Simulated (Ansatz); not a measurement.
Run this with Ansatz 0.2.0 through its Python package and show what comes out.

`alh5se.xyz`
```text
7

Al   -0.48610   -0.56870   -0.43750
Se    1.00190    0.17530    1.25400
H    -0.48200   -2.10740   -0.63780
H    -1.94430   -0.10130   -0.02960
H    -0.15640    0.17900   -1.84720
H     1.88810    0.87360    0.19550
H     0.24000    1.48160    1.45690
```

Script `alh5se.py`:
```python
"""Active-space calculation on AlH5Se."""

from dataclasses import dataclass
import warnings

import ansatz as az


@dataclass(frozen=True)
class Options:
    basis_set: str = "def2-SVP"


opts = Options()


def main() -> None:
    warnings.simplefilter("ignore", az.DeckWarning)

    geometry = az.Crystal.molecule_from_extxyz("alh5se.xyz")

    base = (
        geometry.calculation()
        .basis(gaussian=opts.basis_set)
        .correlation(active_electrons=2, active_orbitals=2)
    )
    for method in ["sc_nevpt2"]:
        report = (base if method is None else base.correlation(method)).run().report
        space = report["configurations"]
        state = space["states"][0]
        print(method or "casscf", f"total {report['free_energy_ev'] / 27.211386246:.6f} Ha, active-space state {state['energy']['hartree']:.6f} Ha, mean field {report['reference_energy_ev'] / 27.211386246:.6f} Ha")
        print("  determinants", state["n_determinants"], " natural occupations", [round(n, 3) for n in space["natural_occupations"]])


if __name__ == "__main__":
    main()
```

`python alh5se.py` gives:
```text
sc_nevpt2 total -2644.576682 Ha, active-space state -2644.258514 Ha, mean field -2644.239884 Ha
  determinants 4  natural occupations [1.964, 0.036]
```

Notes:
- Total energies depend on the basis set; only differences at equal settings carry meaning.
- The geometry is a force-field or estimated start, not a minimum of this method, and the basis set is short of its limit. The active space starts as a window about the frontier orbitals and is then optimised, not chosen by chemistry.
- Finished in 5.4 s on 1 thread of Arm Neoverse V1, on a shared host, peak memory 0.21 GiB.
